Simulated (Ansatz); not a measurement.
# C₄H₂Cl₂Si: basis-set convergence

An exercise on one series of results from a longer session: the logs are not shown, and one member is left open.

Method: one geometry, several basis sets; program: Ansatz 0.2.0, Gaussian basis.

The runs, in order: PBE0-D4/def2-SVP; ωB97M-V/def2-SVP; PBE0-D4/def2-QZVPP; ωB97M-V/def2-QZVPP; the functionals' def2-TZVPP values are taken from earlier runs.

## The relaxed structure

The geometry comes from an earlier relaxation with PBE0-D4 in a triple-zeta def2 set; it is a stationary point, not always the lowest conformer.

9 atoms, charge 0, spin multiplicity 1.

Atoms are counted from 1 here; the program's logs count them from 0.

Bond lengths: C1–C2 1.205 Å, C1–H8 1.066 Å, C2–Si3 1.804 Å, Si3–Cl4 2.033 Å, Si3–Cl5 2.033 Å, Si3–C6 1.804 Å, C6–C7 1.205 Å, C7–H9 1.066 Å. Angles: C2–C1–H8 179.9°, C1–C2–Si3 179.8°, C2–Si3–Cl4 109.2°, C2–Si3–Cl5 109.2°, C2–Si3–C6 110.7°, Cl4–Si3–Cl5 109.2°, Cl4–Si3–C6 109.2°, Cl5–Si3–C6 109.2°, Si3–C6–C7 179.8°, C6–C7–H9 179.9°.

As a file:

```mol
C4H2Cl2Si
  3D, bonds by distance, orders not assigned

  9  8  0  0  0  0  0  0  0  0999 V2000
    0.5893   -2.5178    0.4363 C   0  0
    0.4206   -1.4392   -0.0735 C   0  0
    0.1660    0.1786   -0.8306 Si  0  0
   -1.1742    0.0040   -2.3492 Cl  0  0
    1.9327    0.8553   -1.5746 Cl  0  0
   -0.4598    1.3595    0.3816 C   0  0
   -0.8775    2.1450    1.1940 C   0  0
    0.7389   -3.4728    0.8865 H   0  0
   -1.2474    2.8410    1.9122 H   0  0
  1  2  8  0
  2  3  8  0
  3  4  8  0
  3  5  8  0
  3  6  8  0
  6  7  8  0
  1  8  8  0
  7  9  8  0
M  END
```

Set-up of the first run:

in.yaml

```yaml
crystal:
  periodic: [false, false, false]
  atoms:
    - {symbol: C, position_ang: [0.589281, -2.517791, 0.436314]}
    - {symbol: C, position_ang: [0.420593, -1.439249, -0.073481]}
    - {symbol: Si, position_ang: [0.166017, 0.178620, -0.830623]}
    - {symbol: Cl, position_ang: [-1.174220, 0.004024, -2.349152]}
    - {symbol: Cl, position_ang: [1.932726, 0.855331, -1.574562]}
    - {symbol: C, position_ang: [-0.459783, 1.359477, 0.381617]}
    - {symbol: C, position_ang: [-0.877512, 2.145040, 1.194017]}
    - {symbol: H, position_ang: [0.738904, -3.472786, 0.886521]}
    - {symbol: H, position_ang: [-1.247406, 2.841036, 1.912249]}
basis:
  gaussian: {orbitals: def2-SVP}
hamiltonian: {xc: pbe0, dispersion: d4}
output: {orbitals: {seedname: orbitals}}
```

Launch:

```bash
ansatz run in.yaml --threads 4 --pin off --events-out ev --progress --plain --max-ram 10444MiB
```

Among the steps run: PBE0-D4 in def2-SVP; ωB97M-V in def2-SVP; PBE0-D4 in def2-QZVPP; ωB97M-V in def2-QZVPP.

One table of the session follows, with a row left open; its other results are not shown here.

It belongs to the step «Density functionals: the series». 

| functional | basis | HOMO (eV) |
| --- | --- | --- |
| PBE0-D4 | def2-SVP | -8.57 |
| PBE0-D4 | def2-TZVPP | -8.62 |
| PBE0-D4 | def2-QZVPP | -8.64 |
| ωB97M-V | def2-SVP | -10.78 |
| ωB97M-V | def2-TZVPP | -10.85 |
| ωB97M-V | def2-QZVPP | ? |

Q: Estimate the row for ωB97M-V, def2-QZVPP from the others.

The run gave: HOMO (eV): -10.87. In the column «HOMO (eV)» it is the lowest.
